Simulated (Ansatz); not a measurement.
**ClH₄NO₂Ti: taking an electron away**

Aim: the vertical ionisation energy of ClH₄NO₂Ti, as cation minus neutral at the neutral's geometry, on several levels, and how well −ε(HOMO) stands in for it.

Program: Ansatz 0.2.0, Gaussian basis. Level of theory: unrestricted cation, the program's frozen cores in correlated methods. These are calculated values, not measurements.

Plan: UKS PBE-D4/def2-TZVPP; UKS r2SCAN-D4/def2-TZVPP; UKS PBE0-D4/def2-TZVPP; UKS B3LYP-D4/def2-TZVPP; UKS wB97X-V/def2-TZVPP; UKS wB97M-V/def2-TZVPP; UKS B2PLYP/def2-TZVPP; UHF-CCSD(T)/def2-TZVPP; UHF-MP2/def2-QZVPP; extrapolation to the limit; then −ε(HOMO) from the neutral's earlier runs with LDA (SPW92), PBE-D4, revPBE-D4, BLYP-D4, r2SCAN-D4, B97M-V, PBE0-D4, B3LYP-D4, r2SCANh-D4, r2SCAN0-D4, HSE06-D4, BHLYP-D4, CAM-B3LYP-D4, LC-ωPBE, ωB97X-V, ωB97M-V.

**1. Structure used throughout**

All runs share one geometry, relaxed beforehand with PBE0-D4 in a triple-zeta def2 set.

SMILES `[NH2][Ti]([OH])([OH])[Cl]`, 9 atoms, charge 0, spin multiplicity 1.

Atoms are counted from 1 here; the program's logs count them from 0.

Bond lengths: N1–Ti2 1.864 Å, N1–H6 1.011 Å, N1–H7 1.010 Å, Ti2–O3 1.781 Å, Ti2–O4 1.788 Å, Ti2–Cl5 2.230 Å, O3–H8 0.958 Å, O4–H9 0.957 Å. Angles: Ti2–N1–H6 125.0°, Ti2–N1–H7 123.6°, H6–N1–H7 110.8°, N1–Ti2–O3 106.1°, N1–Ti2–O4 110.4°, N1–Ti2–Cl5 108.8°, O3–Ti2–O4 110.6°, O3–Ti2–Cl5 112.6°, O4–Ti2–Cl5 108.3°, Ti2–O3–H8 133.5°, Ti2–O4–H9 134.2°.

**2. Cation, UKS PBE-D4/def2-TZVPP**

in.yaml reads:

```yaml
crystal:
  periodic: [false, false, false]
  atoms:
    - {symbol: N, position_ang: [-0.601448, 0.167968, -1.349107]}
    - {symbol: Ti, position_ang: [0.316730, 0.234738, 0.271243]}
    - {symbol: O, position_ang: [1.570580, -1.026938, 0.181440]}
    - {symbol: O, position_ang: [-0.797109, -0.082820, 1.633235]}
    - {symbol: Cl, position_ang: [1.173569, 2.276832, 0.529192]}
    - {symbol: H, position_ang: [-1.275638, 0.852813, -1.662193]}
    - {symbol: H, position_ang: [-0.387890, -0.488755, -2.086582]}
    - {symbol: H, position_ang: [1.829041, -1.743114, 0.763100]}
    - {symbol: H, position_ang: [-1.739336, -0.236924, 1.702473]}
basis:
  gaussian: {orbitals: def2-TZVPP}
total_charge: 1
magnetization: {spin_polarized: true, initial_magnetization: 1}
hamiltonian: {xc: pbe, dispersion: d4}
```

Command:

```
$ ansatz run in.yaml --threads 2 --pin off --events-out ev --progress --plain --max-ram 22528MiB --backend cpu
```

Standard output:

```text
Functional definition: PBE
  name "PBE"
  cite "Perdew, Burke & Ernzerhof, Phys. Rev. Lett. 77, 3865 (1996) doi:10.1103/PhysRevLett.77.3865"
  parent pbe
  parameter kappa = 0.804
  parameter beta = 0.06672455060314922
  exchange = pbe_x(kappa = kappa, mu = beta*pi^2/3)
  correlation = pbe_c(beta = beta)
1419 factors; their error is unknown
mean field evaluation 1: about -41222.0305 eV, gradient 1.1e2 eV
mean field evaluation 2: about -40371.0158 eV, gradient 3.9e2 eV
mean field evaluation 4: about -41249.7292 eV, gradient 6.2e1 eV
mean field evaluation 8: about -41269.4078 eV, gradient 1.2e1 eV
mean field evaluation 16: about -41269.9998 eV, gradient 1.7e-1 eV
mean field evaluation 32: about -41269.9999 eV, gradient 1.7e-5 eV
mean field evaluation 64: about -41269.7136 eV, gradient 5.4e0 eV
mean field -41269.99988700 eV, -1516.6445220365 hartree, gradient 1.2e-5 eV, S^2 0.758931; 6 other end points of the search recorded, 0 dependent functions left out
reference -41269.99993525 eV, -1516.6445238097 hartree; 33, 32 occupied and 222, 223 virtual orbitals, 1419 factors
Total energy: -41270.19539843 eV, -1516.6517069492 hartree
```

Wall time 18 s (2 threads of AMD EPYC 7R13, shared host); peak memory 0.57 GiB.

Less the neutral's -41279.7008 eV (earlier run), this gives 9.505 eV. ⟨S²⟩ = 0.759.

**3. Cation, UKS r2SCAN-D4/def2-TZVPP**

in.yaml: that of step 2 with these lines changed.

```diff
@@ -16,2 +16,2 @@
 magnetization: {spin_polarized: true, initial_magnetization: 1}
-hamiltonian: {xc: pbe, dispersion: d4}
+hamiltonian: {xc: r2scan, dispersion: d4}
```

The command is unchanged.

Standard output, cut to the lines that bear on the results:

```text
Functional definition: r2SCAN
  name "r2SCAN"
  cite "Furness, Kaplan, Ning, Perdew & Sun, J. Phys. Chem. Lett. 11, 8208 (2020) doi:10.1021/acs.jpclett.0c02405"
  cite "Furness, Kaplan, Ning, Perdew & Sun, J. Phys. Chem. Lett. 11, 9248 (2020) doi:10.1021/acs.jpclett.0c03077"
  parent r2scan
[...]
1419 factors; their error is unknown
[...]
mean field -41282.63625236 eV, -1517.1088998983 hartree, gradient 2.2e-5 eV, S^2 0.767737; 6 other end points of the search recorded, 0 dependent functions left out
reference -41282.63626902 eV, -1517.1089005108 hartree; 33, 32 occupied and 222, 223 virtual orbitals, 1419 factors
Total energy: -41282.68378588 eV, -1517.1106467228 hartree
```

Wall time 29 s (2 threads of AMD EPYC 7R13, shared host); peak memory 0.65 GiB.

The neutral molecule at this level: -41292.2905 eV. Difference: 9.607 eV. ⟨S²⟩ = 0.768.

**4. Cation, UKS PBE0-D4/def2-TZVPP**

in.yaml: that of step 3 with these lines changed.

```diff
@@ -16,2 +16,2 @@
 magnetization: {spin_polarized: true, initial_magnetization: 1}
-hamiltonian: {xc: r2scan, dispersion: d4}
+hamiltonian: {xc: pbe0, dispersion: d4}
```

Same command.

Standard output:

```text
Functional definition: PBE0
  name "PBE0"
  cite "Adamo & Barone, J. Chem. Phys. 110, 6158 (1999) doi:10.1063/1.478522"
  cite "Perdew, Burke & Ernzerhof, Phys. Rev. Lett. 77, 3865 (1996) doi:10.1103/PhysRevLett.77.3865"
  parent pbe
  parameter a = 0.25
  parameter kappa = 0.804
  parameter beta = 0.06672455060314922
  exchange = (1 - a)*pbe_x(kappa = kappa, mu = beta*pi^2/3) + a*exact_x
  correlation = pbe_c(beta = beta)
1530 factors; their error is unknown
mean field evaluation 1: about -41239.9275 eV, gradient 9.1e1 eV
mean field evaluation 2: about -40900.2330 eV, gradient 3.3e2 eV
mean field evaluation 4: about -41257.8208 eV, gradient 5.5e1 eV
mean field evaluation 8: about -41270.4278 eV, gradient 1.5e0 eV
mean field evaluation 16: about -41270.6439 eV, gradient 1.8e-1 eV
mean field evaluation 32: about -41269.6268 eV, gradient 1.1e1 eV
mean field -41270.64414146 eV, -1516.6681979514 hartree, gradient 2.8e-5 eV, S^2 0.771175; 2 other end points of the search recorded, 0 dependent functions left out
reference -41270.64417730 eV, -1516.6681992683 hartree; 33, 32 occupied and 222, 223 virtual orbitals, 1530 factors
Total energy: -41270.81149331 eV, -1516.6743480182 hartree
```

Wall time 17 s (2 threads of AMD EPYC 7R13, shared host); peak memory 1 GiB.

The neutral molecule at this level: -41280.6109 eV. Difference: 9.799 eV. ⟨S²⟩ = 0.771.

**5. Cation, UKS B3LYP-D4/def2-TZVPP**

in.yaml: that of step 4 with these lines changed.

```diff
@@ -16,2 +16,2 @@
 magnetization: {spin_polarized: true, initial_magnetization: 1}
-hamiltonian: {xc: pbe0, dispersion: d4}
+hamiltonian: {xc: {name: B3LYP}, dispersion: d4}
```

The command is unchanged.

Standard output, cut to the lines that bear on the results:

```text
Functional definition: B3LYP
  name "B3LYP"
  cite "Stephens, Devlin, Chabalowski & Frisch, J. Phys. Chem. 98, 11623 (1994) doi:10.1021/j100096a001"
  cite "Becke, Phys. Rev. A 38, 3098 (1988) doi:10.1103/PhysRevA.38.3098"
  cite "Lee, Yang & Parr, Phys. Rev. B 37, 785 (1988) doi:10.1103/PhysRevB.37.785"
  cite "Vosko, Wilk & Nusair, Can. J. Phys. 58, 1200 (1980) doi:10.1139/p80-159"
[...]
1504 factors; their error is unknown
[...]
mean field -41287.48487162 eV, -1517.2870833697 hartree, gradient 6.8e-6 eV, S^2 0.769644; 3 other end points of the search recorded, 0 dependent functions left out
reference -41287.48514419 eV, -1517.2870933866 hartree; 33, 32 occupied and 222, 223 virtual orbitals, 1504 factors
Total energy: -41287.80114358 eV, -1517.2987061499 hartree
```

Run time: 22 s. Hardware: 2 threads of AMD EPYC 7R13, shared host; peak memory 1 GiB.

Less the neutral's -41297.6247 eV (earlier run), this gives 9.824 eV. ⟨S²⟩ = 0.770.

**6. Cation, UKS wB97X-V/def2-TZVPP**

in.yaml: that of step 5 with these lines changed.

```diff
@@ -16,2 +16,2 @@
 magnetization: {spin_polarized: true, initial_magnetization: 1}
-hamiltonian: {xc: {name: B3LYP}, dispersion: d4}
+hamiltonian: {xc: {name: wB97X-V}}
```

The command is unchanged.

Standard output, cut to the lines that bear on the results:

```text
Functional definition: wB97X-V
  name "wB97X-V"
  cite "Mardirossian & Head-Gordon, Phys. Chem. Chem. Phys. 16, 9904 (2014) doi:10.1039/C3CP54374A"
  cite "Becke, J. Chem. Phys. 107, 8554 (1997) doi:10.1063/1.475007"
  cite "Vydrov & Van Voorhis, J. Chem. Phys. 133, 244103 (2010) doi:10.1063/1.3521275"
[...]
      + integral(e_c_pw_opposite_spin*poly(b97_u_opposite, cos0, cos1)) + vv10(b, c)
1483 factors; their error is unknown
285 factors; integrals over basis functions are off by at most 1.5e-5 eV
[...]
mean field -41278.83497024 eV, -1516.9692053572 hartree, gradient 4.0e-5 eV, S^2 0.764162; 4 other end points of the search recorded, 0 dependent functions left out
reference -41278.83496794 eV, -1516.9692052724 hartree; 33, 32 occupied and 222, 223 virtual orbitals, 1483 factors
Total energy: -41278.83496794 eV, -1516.9692052724 hartree
```

Wall time 38 s (2 threads of AMD EPYC 7R13, shared host); peak memory 1.3 GiB.

Less the neutral's -41288.8742 eV (earlier run), this gives 10.039 eV. ⟨S²⟩ = 0.764.

**7. Cation, UKS wB97M-V/def2-TZVPP**

in.yaml: that of step 6 with these lines changed.

```diff
@@ -16,2 +16,2 @@
 magnetization: {spin_polarized: true, initial_magnetization: 1}
-hamiltonian: {xc: {name: wB97X-V}}
+hamiltonian: {xc: {name: wB97M-V}}
```

The command is unchanged.

Standard output, cut to the lines that bear on the results:

```text
Functional definition: wB97M-V
  name "wB97M-V"
  cite "Mardirossian & Head-Gordon, J. Chem. Phys. 144, 214110 (2016) doi:10.1063/1.4952647"
  cite "Becke, J. Chem. Phys. 107, 8554 (1997) doi:10.1063/1.475007"
  cite "Vydrov & Van Voorhis, J. Chem. Phys. 133, 244103 (2010) doi:10.1063/1.3521275"
  # Of w^i u^j: cxij and so on, Table III.
[...]
  gx(w, u) = 1 - cx + cx01*u + cx10*w
  gss(w, u) = css00 + css04*u^4 + css10*w + css20*w^2 + css43*w^4*u^3
  gos(w, u) = cos00 + cos10*w + (cos20 + cos21*u)*w^2 + (cos60 + cos61*u)*w^6
[...]
      + integral(e_c_pw_mod_opposite_spin*gos(b97_w_opposite, b97_u_opposite)) + vv10(b, c)
1467 factors; their error is unknown
285 factors; integrals over basis functions are off by at most 1.5e-5 eV
[...]
mean field -41281.98393047 eV, -1517.0849275109 hartree, gradient 3.7e-5 eV, S^2 0.764205; 4 other end points of the search recorded, 0 dependent functions left out
reference -41281.98398820 eV, -1517.0849296326 hartree; 33, 32 occupied and 222, 223 virtual orbitals, 1467 factors
Total energy: -41281.98398820 eV, -1517.0849296326 hartree
```

Run time: 46 s. Hardware: 2 threads of AMD EPYC 7R13, shared host; peak memory 1.4 GiB.

The neutral molecule at this level: -41292.0015 eV. Difference: 10.018 eV. ⟨S²⟩ = 0.764.

**8. Cation, UKS B2PLYP (frozen core)/def2-TZVPP**

in.yaml: that of step 7 with these lines changed.

```diff
@@ -16,2 +16,2 @@
 magnetization: {spin_polarized: true, initial_magnetization: 1}
-hamiltonian: {xc: {name: wB97M-V}}
+hamiltonian: {xc: {name: B2PLYP}}
```

The command is unchanged.

Standard output, cut to the lines that bear on the results:

```text
Functional definition: B2PLYP
  name "B2PLYP"
  cite "Grimme, J. Chem. Phys. 124, 034108 (2006) doi:10.1063/1.2148954"
  cite "Becke, Phys. Rev. A 38, 3098 (1988) doi:10.1103/PhysRevA.38.3098"
  cite "Lee, Yang & Parr, Phys. Rev. B 37, 785 (1988) doi:10.1103/PhysRevB.37.785"
[...]
1615 factors; integrals over basis functions are off by at most 7.9e-4 eV
[...]
mean field -41262.89773256 eV, -1516.3835226750 hartree, gradient 2.4e-6 eV, S^2 0.762953; 0 other end points of the search recorded, 0 dependent functions left out
13 core orbitals not correlated: weight in the atoms' cores, before any rotation towards them, 1.000 or more for the frozen orbitals, at most 0.000 for the correlated occupied ones
reference -41262.89790336 eV, -1516.3835289517 hartree; 20, 19 occupied and 222, 223 virtual orbitals, 1615 factors
second order -43.98737114 eV of doubles, -0.00000000 eV of singles
Total energy: -41274.77449357 eV, -1516.8199855917 hartree
```

Wall time 23 s (2 threads of AMD EPYC 7R13, shared host); peak memory 1.2 GiB.

The neutral molecule at this level: -41284.6405 eV. Difference: 9.866 eV. ⟨S²⟩ = 0.763.

**9. Cation, UHF-CCSD(T)/def2-TZVPP**

in.yaml: that of step 8 with these lines changed.

```diff
@@ -16,2 +16,3 @@
 magnetization: {spin_polarized: true, initial_magnetization: 1}
-hamiltonian: {xc: {name: B2PLYP}}
+correlation: {method: ccsd_t}
+scf: {omitted_lower_state_checks: [cluster_reference]}
```

Command:

```
$ ansatz run in.yaml --threads 2 --pin off --events-out ev --progress --plain --max-ram 22528MiB --backend cuda --devices 0, --max-vram 18GiB
```

Standard output, cut to the lines that bear on the results:

```text
Functional definition: HF
  name "HF"
  cite "Fock, Z. Phys. 61, 126 (1930) doi:10.1007/BF01340294"
  parent pbe
[...]
1615 factors; integrals over basis functions are off by at most 7.9e-4 eV
[...]
mean field -41208.98762218 eV, -1514.4023626599 hartree, gradient 4.6e-6 eV, S^2 0.760417; 4 other end points of the search recorded, 0 dependent functions left out
13 core orbitals not correlated: weight in the atoms' cores, before any rotation towards them, 1.000 or more for the frozen orbitals, at most 0.000 for the correlated occupied ones
reference -41208.98762218 eV, -1514.4023626599 hartree; 20, 19 occupied and 222, 223 virtual orbitals, 1615 factors
second order -34.75270059 eV of doubles, -0.00000000 eV of singles
cycle   1  -33.63523777 eV  change     1.1e0 eV  update   2.8e-1
[...]
cycle  19  -35.34500897 eV  change   -1.5e-5 eV  update   3.0e-5
perturbative correction -1.88579919 eV, -0.0693018421 hartree
Total energy: -41246.21843034 eV, -1515.7705696241 hartree
Checks for a lower state left out: cluster_reference
```

Run time: 26 s. Hardware: 1 × H100 (card shared with other runs) with 2 threads of AMD EPYC 7R13, shared host; peak host memory 0.86 GiB.

Less the neutral's -41256.1399 eV (earlier run), this gives 9.922 eV. ⟨S²⟩ = 0.760. T1 = 0.033 (report).

**10. Cation, UHF-MP2/def2-QZVPP**

in.yaml: that of step 9 with these lines changed.

```diff
@@ -13,6 +13,6 @@
 basis:
-  gaussian: {orbitals: def2-TZVPP}
+  gaussian: {orbitals: "def2-QZVPP.json"}
 total_charge: 1
 magnetization: {spin_polarized: true, initial_magnetization: 1}
-correlation: {method: ccsd_t}
+correlation: {method: mp2}
 scf: {omitted_lower_state_checks: [cluster_reference]}
```

The command is unchanged.

Standard output, cut to the lines that bear on the results:

```text
Functional definition: HF
  name "HF"
  cite "Fock, Z. Phys. 61, 126 (1930) doi:10.1007/BF01340294"
  parent pbe
[...]
2814 factors; integrals over basis functions are off by at most 1.1e-3 eV
[...]
mean field -41210.01230132 eV, -1514.4400189240 hartree, gradient 3.1e-6 eV, S^2 0.760499; 5 other end points of the search recorded, 0 dependent functions left out
13 core orbitals not correlated: weight in the atoms' cores, before any rotation towards them, 1.000 or more for the frozen orbitals, at most 0.000 for the correlated occupied ones
reference -41210.01230132 eV, -1514.4400189240 hartree; 20, 19 occupied and 421, 422 virtual orbitals, 2814 factors
second order -37.63933118 eV of doubles, -0.00000000 eV of singles
Total energy: -41247.65163250 eV, -1515.8232388319 hartree
Checks for a lower state left out: cluster_reference
```

It took 18 s on 1 × H100 (card shared with other runs) with 2 threads of AMD EPYC 7R13, shared host; peak host memory 1.1 GiB.

Less the neutral's -41257.9092 eV (earlier run), this gives 10.258 eV. ⟨S²⟩ = 0.760.

**11. Extrapolating to the complete basis**

This step is arithmetic on the last runs, with X = 3 and 4: exp(−7.88√X) for Hartree-Fock, X^−2.97 for correlation; only MP2 was run in the larger set, so CCSD(T) minus MP2 is added from the smaller one.

```
  level  energy at the limit (eV)
     HF               -41210.1534
    MP2               -41249.9310
   CCSD               -41250.5233
CCSD(T)               -41252.4091
```

The neutral's limit, from its own earlier runs, is -41262.5258 eV in the additive form (MP2 limit plus CCSD(T) minus MP2 in triple zeta), in which the cation has -41252.4091 eV.

**12. The ladder**

Differences are taken before rounding.

```csv
method,ionisation energy (eV),from CCSD(T)/CBS (eV),time
PBE-D4,9.51,-0.61,23 s
r2SCAN-D4,9.61,-0.51,38 s
PBE0-D4,9.80,-0.32,24 s
B3LYP-D4,9.82,-0.29,31 s
ωB97X-V,10.04,-0.08,51 s
ωB97M-V,10.02,-0.10,66 s
B2PLYP,9.87,-0.25,34 s
HF/def2-TZVPP,8.75,-1.37,
MP2/def2-TZVPP,10.14,+0.03,
CCSD/def2-TZVPP,9.94,-0.18,
CCSD(T)/def2-TZVPP,9.92,-0.20,30 s (GPU)
CCSD(T)/CBS,10.12,0,52 s (GPU)
```

Some runs used a GPU and others CPU threads alone; cost is compared among the CPU runs only.

Among the levels timed on like hardware, those that no quicker one beats, quickest first: PBE-D4 (23 s, -0.61 eV); PBE0-D4 (24 s, -0.32 eV); B3LYP-D4 (31 s, -0.29 eV); B2PLYP (34 s, -0.25 eV); ωB97X-V (51 s, -0.08 eV).

Times add the cation's run and the neutral's; HF, MP2 and CCSD come out of the CCSD(T) runs.

For comparison, −ε(HOMO) of the neutral from earlier runs:

```
  functional  −ε(HOMO) (eV)  by energy difference (eV)
 LDA (SPW92)           6.65                           
      PBE-D4           6.47                       9.51
   revPBE-D4           6.40                           
     BLYP-D4           6.34                           
   r2SCAN-D4           6.77                       9.61
      B97M-V           6.83                           
     PBE0-D4           7.86                       9.80
    B3LYP-D4           7.62                       9.82
  r2SCANh-D4           7.30                           
  r2SCAN0-D4           8.08                           
    HSE06-D4           7.46                           
    BHLYP-D4           9.16                           
CAM-B3LYP-D4           9.27                           
     LC-ωPBE          10.67                           
     ωB97X-V          10.29                      10.04
     ωB97M-V          10.17                      10.02
```

**13. Results**

| quantity | value |
| --- | --- |
| ionisation energy, CCSD(T)/CBS | 10.12 eV |
| nearest functional by difference | ωB97X-V (-0.08 eV) |
| nearest −ε(HOMO) | ωB97M-V (+0.05 eV) |
| −ε(HOMO) of PBE | 6.47 eV |
| T1 of the cation | 0.033 |

In words: Energy differences with functionals land within 0.61 eV of the reference. −ε(HOMO) of PBE misses by 3.7 eV, since self-interaction lifts the level. Among orbital estimates ωB97M-V comes nearest. Hartree-Fock falls 1.37 eV short, as the neutral has more correlation energy than the cation. The cation's T1 (from the report) is 0.033, near the customary mark of 0.045 for open shells, so the coupled-cluster value is less safe. The cation may have settled in a state other than its lowest; no search over hole states beyond the program's own was made. Correlated methods include outer-core shells of Ti, which these sets cover unevenly.

ωB97X-V reaches 0.08 eV from the reference in 51 s; the quickest level in the cost chart, PBE-D4, takes 23 s and misses by 0.61 eV.
